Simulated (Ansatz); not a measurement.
# Rh: the cost of one run

Method: DFT r2SCAN, scalar-relativistic, plane waves, PAW, in Ansatz 0.2.0.

## 1. The system as given

The structure is cubic, space group Fm-3m (No. 225). The conventional cell has a = 3.803 Å, b = 3.803 Å, c = 3.803 Å, α = 90.00°, β = 90.00°, γ = 90.00°. Rh (site symmetry m-3m) is surrounded by 12 Rh at 2.69 Å.

As a file:

```xyz
1
Lattice="0.0000 1.9016 1.9016 1.9016 0.0000 1.9016 1.9016 1.9016 0.0000" Properties=species:S:1:pos:R:3 pbc="T T T"
Rh    0.0000    0.0000    0.0000
```

No relaxation comes first: the listed cell is the starting point.

## 2. Zero of energy

The reference gives a free energy of -6415.2803 eV, pressure -0.63 GPa, largest force 0.000 eV/Å and gap on the mesh none (metal). It was computed beforehand with the settings of the runs below.

## 3. The scan: biaxial against axial strain

The cell is strained by p along both x and y and by q along z, with fractional coordinates fixed.

## 4. Point p = -0.030, q = -0.030

The input, input.yaml:

```yaml
crystal:
  lattice:
    - [0.0, 1.8445035, 1.8445035]
    - [1.8445035, 0.0, 1.8445035]
    - [1.8445035, 1.8445035, 0.0]
  atoms:
    - { symbol: Rh, position: [0.0, 0.0, 0.0] }
basis:
  ecutwfc: 500
kpoints:
  mp_grid: { grid: [22, 22, 22] }
hamiltonian:
  xc: r2scan
scf:
  occupations: { method: gaussian, width: 0.15 }
output:
  forces: true
  stress: true
  eigenvalues: true
```

Started as:

```bash
ansatz run input.yaml --threads 1 --pin off --max-ram 2560MiB --backend cpu --events-out ev --progress --plain --runs-dir out
```

Q: Estimate wall time and peak memory on 1 thread of Arm Neoverse V1, shared host.

About 6.6 s, with a peak of 0.36 GiB.
